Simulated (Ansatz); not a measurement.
# C₂H₅BrSi: a ladder of functionals and wavefunction methods

The task here is to estimate one member of a computed series from the others.

The runs use Ansatz 0.2.0, Gaussian basis; functionals in def2-TZVPP, the program's frozen cores in correlated methods.

The runs, in order: PBE-D4, r2SCAN-D4, PBE0-D4, B3LYP-D4, ωB97X-V, ωB97M-V, B2PLYP; CCSD(T)/def2-TZVPP; MP2/def2-QZVPP; extrapolation to the limit.

## Structure used throughout

An earlier PBE0-D4 in a triple-zeta def2 set relaxation fixed the geometry.

SMILES `C=C([SiH3])Br`, 9 atoms, charge 0, spin multiplicity 1.

Atoms are counted from 1 here; the program's logs count them from 0.

Bond lengths: C1–C2 1.325 Å, C1–H5 1.085 Å, C1–H6 1.086 Å, C2–Si3 1.867 Å, C2–Br4 1.904 Å, Si3–H7 1.484 Å, Si3–H8 1.484 Å, Si3–H9 1.486 Å. Angles: C2–C1–H5 123.0°, C2–C1–H6 119.5°, H5–C1–H6 117.5°, C1–C2–Si3 126.1°, C1–C2–Br4 119.9°, Si3–C2–Br4 114.0°, C2–Si3–H7 109.5°, C2–Si3–H8 109.5°, C2–Si3–H9 108.1°, H7–Si3–H8 109.2°, H7–Si3–H9 110.2°, H8–Si3–H9 110.2°.

The first run:

Contents of in.yaml:

```yaml
crystal:
  periodic: [false, false, false]
  atoms:
    - {symbol: C, position_ang: [-0.478796, 1.392957, -0.536983]}
    - {symbol: C, position_ang: [-0.164153, 0.107382, -0.601007]}
    - {symbol: Si, position_ang: [0.448614, -0.946291, 0.812849]}
    - {symbol: Br, position_ang: [-0.323570, -0.827092, -2.252486]}
    - {symbol: H, position_ang: [-0.830761, 1.958824, -1.392704]}
    - {symbol: H, position_ang: [-0.385071, 1.919095, 0.408010]}
    - {symbol: H, position_ang: [1.791186, -1.485414, 0.484179]}
    - {symbol: H, position_ang: [-0.489847, -2.073906, 1.034105]}
    - {symbol: H, position_ang: [0.520900, -0.091854, 2.026937]}
basis:
  gaussian: {orbitals: def2-TZVPP}
hamiltonian: {xc: pbe, dispersion: d4}
output: {forces: true, orbitals: {seedname: orbitals}}
```

Launch:

```
$ ansatz run in.yaml --threads 4 --pin off --events-out ev --progress --plain --max-ram 10444MiB
```

Among the steps run: PBE-D4 (GGA); r2SCAN-D4 (meta-GGA); PBE0-D4 (hybrid); B3LYP-D4 (hybrid); ωB97X-V (range-separated); ωB97M-V (range-separated); B2PLYP (double hybrid); CCSD(T) in def2-TZVPP; MP2 in def2-QZVPP.

One table of the session follows, with a row left open; its other results are not shown here.

```
            method  atomisation energy (eV)
            PBE-D4                   32.705
         r2SCAN-D4                   32.309
           PBE0-D4                   32.254
          B3LYP-D4                   32.186
           ωB97X-V                   32.253
           ωB97M-V                   32.201
            B2PLYP                   31.828
     HF/def2-TZVPP                   23.828
    MP2/def2-TZVPP                        ?
   CCSD/def2-TZVPP                   30.934
CCSD(T)/def2-TZVPP                   31.437
           MP2/CBS                   32.640
       CCSD(T)/CBS                   32.269
```

Estimate the missing values for MP2/def2-TZVPP.

As computed: atomisation energy (eV): 31.808. In the column «atomisation energy (eV)» it lies between CCSD(T)/def2-TZVPP (31.437) and B2PLYP (31.828).

Limits of these values: Free atoms (2 C, 1 Si, 1 Br, 5 H) were run apart at each level; the atomisation energy is their sum less the molecule, without zero-point or spin-orbit terms.
